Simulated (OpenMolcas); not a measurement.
**Au²⁺ among point charges: CASSCF and CASPT2 levels and susceptibility**

How does a field of 6 point charges split the states of Au²⁺, and what χT follows?

Program: OpenMolcas 26.06. Level of theory: state-averaged CASSCF and CASPT2, spin-orbit coupling by RASSI with atomic mean-field integrals. These are calculated values, not measurements, unless marked.

### 1 The atom as given

- Species: Au²⁺ (gold, Z = 79, 77 electrons)
- Basis: ANO-RCC-VDZP [7s6p4d2f], 59 functions
- Scalar Hamiltonian: DKH2, point nucleus
- Inactive shells: 1s 2s 2p 3s 3p 3d 4s 4p 4d 4f 5s 5p
- Active space: 9 electrons in 5 orbitals (5d)
- Some configurations of this space: 5d9
- Orbitals: optimised for each spin and parity, averaged over all roots

The outer shells:

5d9
```
5d [↑↓][↑↓][↑↓][↑↓][↑ ]
```

The ion sits among 6 point charges of -1.7 e arranged as a trigonal antiprism (D3d), 2.11 Å from the ion, with a polar angle of 57.5° against the regular 54.74°.

The work runs as a chain of OpenMolcas steps in one folder; each step below is one input file. Labels, J, g values, rates, χT and fits are worked out afterwards by a script from the matrices that RASSI stores. The input lists half of the charges; inversion (Group=XYZ) makes the rest.

### 2 Basis and integrals

File a.inp:

```
&GATEWAY
Coord
1

Au 0.0 0.0 0.0
Basis=ANO-RCC-VDZP
Group=XYZ
NoMove
AngMom=0.0 0.0 0.0
AMFI
XField
3 Angstrom 0
0.000000 1.779009 1.134560 -1.700000
1.540667 -0.889505 1.134560 -1.700000
1.540667 0.889505 -1.134560 -1.700000
&SEWARD
```

The run is started by

```sh
OMP_NUM_THREADS=1 MOLCAS_MEM=1689 MOLCAS_PROJECT=a pymolcas a.inp > a.log
```

Standard output:

```text
Basis set label: AU.ANO-RCC...7S6P4D2F.

      Electronic valence basis set:
      ------------------
      Associated Effective Charge  79.000000 au
      Associated Actual Charge     79.000000 au
      Nuclear Model: Point charge

      Shell  nPrim  nBasis  Cartesian Spherical Contaminant
         s      24       7        X
         p      21       6        X
         d      15       4                 X
         f      11       2                 X
                  Relativistic Douglas-Kroll-Hess integrals:
                    - DKH order of Hamiltonian: 2
                    - DKH order of Properties : 0
                  Atomic mean-field integrals
```

### 3 CASSCF: doublets of even parity, 5 roots

File a.inp:

```
&RASSCF
FileOrb=start.orb
Symmetry=1
Spin=2
nActEl=9 0 0
Inactive=15 19
Ras2=5 0
CIRoot=5 5 1
SDav=5
CIMx=300
Iter=120 100
PrWF=0.3
OrbListing=Nothing
MaxOrb=0
>>> COPY $Project.JobIph JOB001
```

start.orb holds the contracted functions of the basis, ordered by shell, or the orbitals of the step before.

Standard output:

```text
Wave function specifications:
      -----------------------------

      Number of closed shell electrons          68
      Number of electrons in active shells       9
      Max number of holes in RAS1 space          0
      Max nr of electrons in RAS3 space          0
      Number of inactive orbitals               34
      Number of active orbitals                  5
      Number of secondary orbitals              20
      Spin quantum number                      0.5
      State symmetry                             1
Orbital specifications:
      -----------------------

      Symmetry species                           1   2
                                                ag  au
      Frozen orbitals                            0   0
      Inactive orbitals                         15  19
      Active orbitals                            5   0
      RAS1 orbitals                              0   0
      RAS2 orbitals                              5   0
      RAS3 orbitals                              0   0
      Secondary orbitals                         7  13
      Deleted orbitals                           0   0
      Number of basis functions                 27  32
      Number of CSFs                             5
      Number of root(s) required                 5
      Iter CI   SX   CI       RASSCF       Energy    max ROT     max BLB   max BLB  Level Ln srch  Step   QN
          iter iter root      energy       change     param      element    value   shift minimum  type update
 Nr of preliminary CI iterations:   1
      Total energies have been shifted. Add               -18000.00 au
        1   1    7    0  -997.69272502    0.00E+00   8.45E-02   17  24 1  2.59E-01*  0.00   0.00    SX    NO
        2   1    8    0  -997.75547199   -6.27E-02*  4.04E-02   18  25 1 -1.11E-01*  0.10   0.00    SX    NO
        3   1    7    0  -997.76873649   -1.33E-02*  2.00E-02   17  24 1  5.77E-02*  0.03   0.00    SX    NO
        4   1    7    0  -997.77240365   -3.67E-03*  1.31E-02   18  25 1 -3.52E-02*  0.07   0.00    SX    NO
        5   1    7    0  -997.77377329   -1.37E-03*  4.30E-03   17  24 1  2.02E-02*  0.04   0.63    QN   YES
        6   1    6    0  -997.77449461   -7.21E-04* -2.76E-03   18  21 1 -2.72E-03*  0.05   1.03    QN   YES
        7   1    6    0  -997.77450749   -1.29E-05* -2.86E-03   18  21 1 -1.53E-03*  0.05   2.04    LS   YES
        8   1    6    0  -997.77451202   -4.53E-06*  5.38E-04   10  26 2 -7.02E-04*  0.05   1.01    QN   YES
        9   1    5    0  -997.77451305   -1.03E-06*  7.09E-05   17  24 1 -9.34E-05   0.05   1.15    QN   YES
       10   1    4    0  -997.77451308   -2.83E-08* -3.23E-05   18  22 1  2.26E-05   0.05   1.13    QN   YES
       11   1    4    0  -997.77451308   -1.64E-09   1.50E-05   18  22 1  7.98E-06   0.05   1.30    QN   YES
      Convergence after 11 iterations
       12   1    4    0  -997.77451308   -1.93E-10   1.50E-05   18  22 1  1.51E-06   0.05   1.30    QN   YES
      Natural orbitals and occupation numbers for root  1
      sym 1:   2.000000   2.000000   2.000000   2.000000   1.000000
      Natural orbitals and occupation numbers for root  2
      sym 1:   1.000000   2.000000   2.000000   2.000000   2.000000
      Natural orbitals and occupation numbers for root  3
      sym 1:   2.000000   1.000000   2.000000   2.000000   2.000000
::    RASSCF root number  1 Total energy: -18997.79667768
::    RASSCF root number  2 Total energy: -18997.79667767
::    RASSCF root number  3 Total energy: -18997.76258888
::    RASSCF root number  4 Total energy: -18997.76258886
::    RASSCF root number  5 Total energy: -18997.75403231
```

### 4 RASSI: spin-orbit coupling between the states

File a.inp:

```
&RASSI
NrOfJobIphs=1 5
1 2 3 4 5
IphNames
JOB001
EJob
SpinOrbit
DIPRint=1.0
SOCoupling=1000.0
Subsets=2
Property=9
'ANGMOM' 1 'ANGMOM' 2 'ANGMOM' 3 'MLTPL  1' 1 'MLTPL  1' 2 'MLTPL  1' 3
'AMFI' 1 'AMFI' 2 'AMFI' 3
SOProperty=3
'ANGMOM' 1 'ANGMOM' 2 'ANGMOM' 3
```

Standard output:

```text
SPIN-FREE ENERGIES:
  (Shifted by EMIN (a.u.) =     -18997.7966776810)

 SF State       Relative EMIN(au)   Rel lowest level(eV)    D:o, cm**(-1)      L_eff

     1             0.0000000000        0.0000000000              0.0000         2.0
     2             0.0000000131        0.0000003558              0.0029         2.0
     3             0.0340888013        0.9276035381           7481.6271         2.0
     4             0.0340888231        0.9276041327           7481.6319         2.0
     5             0.0426453732        1.1604397212           9359.5776         2.0
     Dipole printing threshold changed to   1.00000000E+00
Eigenvalues of complex Hamiltonian:
   -----------------------------------
  (Shifted by EMIN (a.u.) =     -18997.7966776810)

 SO State       Relative EMIN(au)   Rel lowest level(eV)    D:o, cm**(-1)     J-value

     1            -0.0171177431        0.0000000000              0.0000         1.5
     2            -0.0171177431        0.0000000000              0.0000         1.5
     3            -0.0119336110        0.1410674198           1137.7855         2.0
     4            -0.0119336110        0.1410674198           1137.7855         2.0
     5             0.0143845332        0.8572206059           6913.9505         2.2
     6             0.0143845332        0.8572206059           6913.9505         2.2
     7             0.0580669359        2.0458793381          16501.1297         0.9
     8             0.0580669359        2.0458793381          16501.1297         0.9
     9             0.0674228957        2.3004679739          18554.5255         1.5
    10             0.0674228957        2.3004679739          18554.5255         1.5
Weights of the five most important spin-orbit-free states for each spin-orbit state.

 SO State  Total energy (au)           Spin-free states, spin, and weights
 -------------------------------------------------------------------------------------------------------
    1        -0.017118       1 0.5  0.4345    2 0.5  0.4345    5 0.5  0.0572    4 0.5  0.0369    3 0.5  0.0369
    2        -0.017118       1 0.5  0.4345    2 0.5  0.4345    5 0.5  0.0572    4 0.5  0.0369    3 0.5  0.0369
    3        -0.011934       2 0.5  0.3696    1 0.5  0.3696    3 0.5  0.1304    4 0.5  0.1304    5 0.5  0.0000
    4        -0.011934       2 0.5  0.3696    1 0.5  0.3696    3 0.5  0.1304    4 0.5  0.1304    5 0.5  0.0000
    5         0.014385       5 0.5  0.3760    4 0.5  0.3094    3 0.5  0.3094    2 0.5  0.0026    1 0.5  0.0026
    6         0.014385       5 0.5  0.3760    4 0.5  0.3094    3 0.5  0.3094    2 0.5  0.0026    1 0.5  0.0026
    7         0.058067       3 0.5  0.3696    4 0.5  0.3696    2 0.5  0.1304    1 0.5  0.1304    5 0.5  0.0000
    8         0.058067       3 0.5  0.3696    4 0.5  0.3696    2 0.5  0.1304    1 0.5  0.1304    5 0.5  0.0000
    9         0.067423       5 0.5  0.5668    4 0.5  0.1537    3 0.5  0.1537    2 0.5  0.0629    1 0.5  0.0629
   10         0.067423       5 0.5  0.5668    4 0.5  0.1537    3 0.5  0.1537    2 0.5  0.0629    1 0.5  0.0629
 -------------------------------------------------------------------------------------------------------
```

These steps took 3.9 s in all on 1 thread of Intel Xeon Platinum 8488C (Sapphire Rapids), shared host.

States without spin-orbit coupling:

| state | degeneracy | E (cm-1) | free-ion L (%) |
| --- | --- | --- | --- |
| 2E | 2 | 0 | D (100) |
| 2E | 2 | 7482 | D (100) |
| 2A1 | 1 | 9360 | D (100) |

With spin-orbit coupling:

```json
{"E (cm-1)": "0.0", "Degeneracy": "2", "Label": "E1/2", "2S+1": "2", "g": "0.66 0.66 4.23"}
{"E (cm-1)": "1138", "Degeneracy": "2", "Label": "E3/2", "2S+1": "2", "g": "0.00 0.00 3.25"}
{"E (cm-1)": "6914", "Degeneracy": "2", "Label": "E1/2", "2S+1": "2", "g": "0.78 2.57 2.57"}
{"E (cm-1)": "16501", "Degeneracy": "2", "Label": "E3/2", "2S+1": "2", "g": "0.00 0.00 2.07"}
{"E (cm-1)": "18555", "Degeneracy": "2", "Label": "E1/2", "2S+1": "2", "g": "1.01 1.23 1.23"}
```

Principal g values are given for doublets only; a zero marks a field direction without first-order Zeeman splitting.

Powder χT (cm³ K/mol): 0.59 at 2 K, 0.59 at 5 K, 0.59 at 10 K, 0.60 at 20 K, 0.62 at 50 K, 0.66 at 100 K, 0.69 at 150 K, 0.73 at 200 K, 0.77 at 250 K, 0.80 at 300 K.

Orbitals of the lowest block (energies include the constant potential of the surroundings):

| shell | space | energy (hartree) | mean occupation | ⟨r²⟩ (bohr²) |
| --- | --- | --- | --- | --- |
| 1s | inactive | -2974.2074 | 2.000 | 0.000362 |
| 2s | inactive | -529.3226 | 2.000 | 0.00591 |
| 2p | inactive | -459.8365 | 6.000 | 0.00497 |
| 3s | inactive | -126.1271 | 2.000 | 0.0385 |
| 3p | inactive | -105.4970 | 6.000 | 0.0394 |
| 3d | inactive | -82.2829 | 10.000 | 0.0330 |
| 4s | inactive | -27.3550 | 2.000 | 0.187 |
| 4p | inactive | -20.4326 | 6.000 | 0.212 |
| 4d | inactive | -11.7196 | 10.000 | 0.242 |
| 4f | inactive | -2.0594 | 14.000 | 0.297 |
| 5s | inactive | -2.9439 | 2.000 | 0.996 |
| 5p | inactive | -1.0075 | 6.000 | 1.31 |
| 5d | RAS2 |  | 9.000 | 2.70 |

### 5 CASPT2: IPEA 0.25, imaginary shift 0.1 (closed shells correlated: 5s 5p)

File a.inp:

```
>>> COPY JOB001 $Project.JobIph
&CASPT2
Multistate=5 1 2 3 4 5
NoMult
Frozen=14 16
IPEA=0.25
Imaginary=0.1
MaxIter=60
WThr=0.0 0.3 0.05
PrWF=0.5
NoMix
```

Standard output:

```text
Orbital specifications:
      -----------------------

      Symmetry species                           1   2
                                                ag  au
      Frozen orbitals                           14  16
      Inactive orbitals                          1   3
      Active orbitals                            5   0
      Secondary orbitals                         7  13
      Deleted orbitals                           0   0
      Number of basis functions                 27  32
Type of calculation                        SS-CASPT2
      Fock operator                              state-specific
      IPEA shift                                 0.25
      Real shift                                 0.00
      Imaginary shift                            0.10
      The input orbitals will be transformed to quasi-canonical
Reference energy:      -18997.7966776810
      E2 (Non-variational):      -0.3075284987
      Shift correction:          -0.0002120836
      E2 (Variational):          -0.3077405823
      Total energy:          -18998.1044182633
      Residual norm:              0.0000001089
      Reference weight:           0.93221
      Contributions to the CASPT2 correlation energy
      Active & Virtual Only:         -0.1936581763
      One Inactive Excited:          -0.0877479989
      Two Inactive Excited:          -0.0261223235
Reference energy:      -18997.7966776679
      E2 (Non-variational):      -0.3071731429
      Shift correction:          -0.0001953580
      E2 (Variational):          -0.3073685008
      Total energy:          -18998.1040461687
      Residual norm:              0.0000000999
      Reference weight:           0.93280
      Contributions to the CASPT2 correlation energy
      Active & Virtual Only:         -0.1934594754
      One Inactive Excited:          -0.0876060715
      Two Inactive Excited:          -0.0261075959
::    CASPT2 Root  1     Total energy: -18998.10441826
::    CASPT2 Root  2     Total energy: -18998.10404617
::    CASPT2 Root  3     Total energy: -18998.06727382
::    CASPT2 Root  4     Total energy: -18998.06691264
::    CASPT2 Root  5     Total energy: -18998.05770564
```

Time for this run: 1.2 s (1 thread of Intel Xeon Platinum 8488C (Sapphire Rapids), shared host).

SS-CASPT2: lowest energy less the reference's lowest, -0.3076 hartree; reference weights 0.932 to 0.934.

States without spin-orbit coupling:

| state | degeneracy | E (cm-1) | free-ion L (%) |
| --- | --- | --- | --- |
| 2E | 2 | 0 | D (100) |
| 2E | 2 | 8151 | D (100) |
| 2A1 | 1 | 10211 | D (100) |

With spin-orbit coupling:

```
E (cm-1)  Degeneracy  Label  2S+1               g
       0           2   E1/2     2  0.64 0.64 4.21
    1210           2   E3/2     2  0.00 0.00 3.20
    7550           2   E1/2     2  0.82 2.55 2.55
   16910           2   E3/2     2  0.00 0.00 2.02
   19150           2   E1/2     2  1.03 1.19 1.19
```

Powder χT (cm³ K/mol): 0.58 at 2 K, 0.58 at 5 K, 0.59 at 10 K, 0.59 at 20 K, 0.61 at 50 K, 0.65 at 100 K, 0.68 at 150 K, 0.71 at 200 K, 0.75 at 250 K, 0.78 at 300 K.

### 6 The methods side by side

A. CASSCF
B. SS-CASPT2, IPEA 0.25, imaginary shift 0.1 (closed shells correlated: 5s 5p)

| method | ground state | first state of that spin (cm-1) | first gap with spin-orbit (cm-1) | χT at 300 K |
| --- | --- | --- | --- | --- |
| A | 2E | 2E 7482 | 1137.8 | 0.80 |
| B | 2E | 2E 8151 | 1212.1 | 0.78 |

### 7 Summary of results

| quantity | value |
| --- | --- |
| method | SS-CASPT2, IPEA 0.25, imaginary shift 0.1 (closed shells correlated: 5s 5p) |
| spin-free ground state | 2E, 2-fold in its orbital part |
| first state of the same spin within the active space | 2E at 8150 cm⁻¹ |
| lowest level | 2-fold E1/2, g = 0.64, 0.64, 4.21 |
| next level | 1212.1 cm⁻¹ |
| χT at 300 K | 0.78 cm³ K/mol |
| effective moment at 300 K | 2.49 μB |

Cost by method:

| method | time of its own steps | time with the reference |
| --- | --- | --- |
| A. CASSCF | 3.9 s | 3.9 s |
| B. SS-CASPT2, IPEA 0.25, imaginary shift 0.1, +5s 5p | 1.2 s | 5.1 s |

Times are of one thread on a shared host.

In words: The spin-free ground state (2E) comes to 100 % from free-ion D terms and keeps the highest spin of the shell. χT at 300 K is 0.78, against 0.38 cm³ K/mol for the spin alone, so orbital moment adds to it. CASPT2 does not keep the components of a term degenerate, and the means are used. The field of point charges can differ much from that of real complexes. Point charges carry no covalency, so the field is a model and not that of real ligands.
